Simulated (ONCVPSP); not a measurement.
# Pseudopotential generation for La: ONCV, PBE

Aim: build the potential from the settings below, then test how well it stands in for the atom: other configurations, scattering, ghost states and the plane-wave cutoff that it needs.

Program: ONCVPSP 4.0.1. Reference atom: PBE, scalar-relativistic, spherical and spin-unpolarised. All values are calculated.

### 1 Settings

The settings as typed:

```json
{
 "element": "lanthanum (La, Z = 57)",
 "type": "optimised norm-conserving Vanderbilt (ONCV)",
 "frozen core": "[Kr] 4d10",
 "valence charge": "11",
 "reference configuration": "5s2 5p6 5d1 6s2",
 "partial waves": "5s+6s: rc 2.15 bohr, ncon 4, nbas 7, qcut 5.4 1/bohr, 2 projectors; 5p: rc 1.95 bohr, ncon 4, nbas 9, qcut 4.2 1/bohr, 2 projectors, debl 1.2 Ha; 5d: rc 3.50 bohr, ncon 4, nbas 9, qcut 4.1 1/bohr, 1 projector; f scattering state at 0.29 Ha: rc 2.60 bohr, ncon 4, nbas 8, qcut 4.9 1/bohr, 1 projector",
 "local potential": "polynomial inside 1.25 bohr (lpopt 5, dvloc0 0 Ha)",
 "core correction": "Teter function, fcfact 3.5, rcfact 1.6"
}
```

An earlier all-electron run gives the scale for the radii.

All-electron outer shells of the reference configuration (PBE, scalar-relativistic, ld1.x):

```json
{"shell": "5s", "level (eV)": "-38.92", "outermost node (bohr)": "0.77", "outermost maximum (bohr)": "1.41"}
{"shell": "5p", "level (eV)": "-22.40", "outermost node (bohr)": "0.83", "outermost maximum (bohr)": "1.58"}
{"shell": "4f", "level (eV)": "-4.35", "outermost node (bohr)": "–", "outermost maximum (bohr)": "0.75"}
{"shell": "6s", "level (eV)": "-3.68", "outermost node (bohr)": "1.86", "outermost maximum (bohr)": "3.84"}
{"shell": "5d", "level (eV)": "-3.09", "outermost node (bohr)": "0.95", "outermost maximum (bohr)": "2.21"}
{"shell": "6p", "level (eV)": "-1.35", "outermost node (bohr)": "2.21", "outermost maximum (bohr)": "4.93"}
```

### 2 Generation

La.dat

```
# ATOM AND REFERENCE CONFIGURATION
# atsym  z   nc   nv     iexc    psfile
  La 57.00    9    4        4      upf
#
#   n    l    f
    1    0    2.00
    2    0    2.00
    2    1    6.00
    3    0    2.00
    3    1    6.00
    3    2   10.00
    4    0    2.00
    4    1    6.00
    4    2   10.00
    5    0    2.00
    5    1    6.00
    5    2    1.00
    6    0    2.00
#
# PSEUDOPOTENTIAL AND OPTIMIZATION
# lmax
    3
#
#   l,   rc,      ep,       ncon, nbas, qcut
    0    2.15    0.00    4    7    5.40
    1    1.95    0.00    4    9    4.20
    2    3.50    0.00    4    9    4.10
    3    2.60    0.29    4    8    4.90
#
# LOCAL POTENTIAL
# lloc, lpopt,  rc(5),   dvloc0
    4    5    1.25    0.00
#
# VANDERBILT-KLEINMAN-BYLANDER PROJECTORs
# l, nproj, debl
    0    2    0.70
    1    2    1.20
    2    1    0.60
    3    1    1.40
#
# MODEL CORE CHARGE
# icmod, fcfact, rcfact
    3    3.50    1.60
#
# LOG DERIVATIVE ANALYSIS
# epsh1, epsh2, depsh
   -3.00    5.00    0.02
#
# OUTPUT GRID
# rlmax, drl
    6.00    0.01
#
# TEST CONFIGURATIONS
# ncnf
    4
# nvcnf
#   n    l    f
    4
    5    0    2.00
    5    1    6.00
    5    2    1.00
    6    0    1.00
#
    4
    5    0    2.00
    5    1    6.00
    5    2    1.00
    6    0    0.00
#
    4
    5    0    2.00
    5    1    6.00
    5    2    0.00
    6    0    0.00
#
    5
    5    0    2.00
    5    1    6.00
    5    2    1.00
    6    0    1.00
    6    1    1.00
#
```

Command:

```console
$ oncvpsp.x < La.dat > La.out
```

What does the calculation give? Wanted: cutoffs for 1 and 0.1 mHa per electron, occupied waves; bound ghosts; GHOST(+) flags; largest test error; largest phase difference near zero energy, channels read; rms error of d²Exc/dn², without and with the model core; projector energies reset by the program.

The runs gave:

| quantity | value |
| --- | --- |
| cutoffs for 1 and 0.1 mHa per electron, occupied waves | 16 Ha and 66 Ha |
| bound ghosts | s at -116.68 eV |
| GHOST(+) flags | p at 73 eV |
| largest test error (AE − PS) | -21 meV, for 5s2 5p6 5d0 6s0 |
| largest phase difference near zero energy, channels read | 0.160 rad |
| rms error of d²Exc/dn², without and with the model core | 2.27 and 1.91 mHa |
| projector energies reset by the program | f: -0.160 Ha |

**Reading.** It has a bound ghost (s), a state that the atom doesn't have, and that rules the file out. The worst unpolarised test, 5s2 5p6 5d0 6s0, is off by 21 meV on 35.8 eV; by total energies transferability rates as good. Atomic tests can pass in spite of a ghost, since they solve only for the levels asked. The potential is soft on the atom at that tolerance: the looser tolerance needs 16 Ha. The tighter tolerance needs 66 Ha, and converged work needs a cutoff nearer that. At the looser tolerance the 5p wave is the slowest; 5s needs 11 Ha. That counts occupied waves only; other projectors can need more. Near zero energy the largest phase difference among the channels read is 0.16 rad, in the f channel. The program also flags highly localised states, GHOST(+) (p). These are tests on the free atom; a crystal test is still owed.
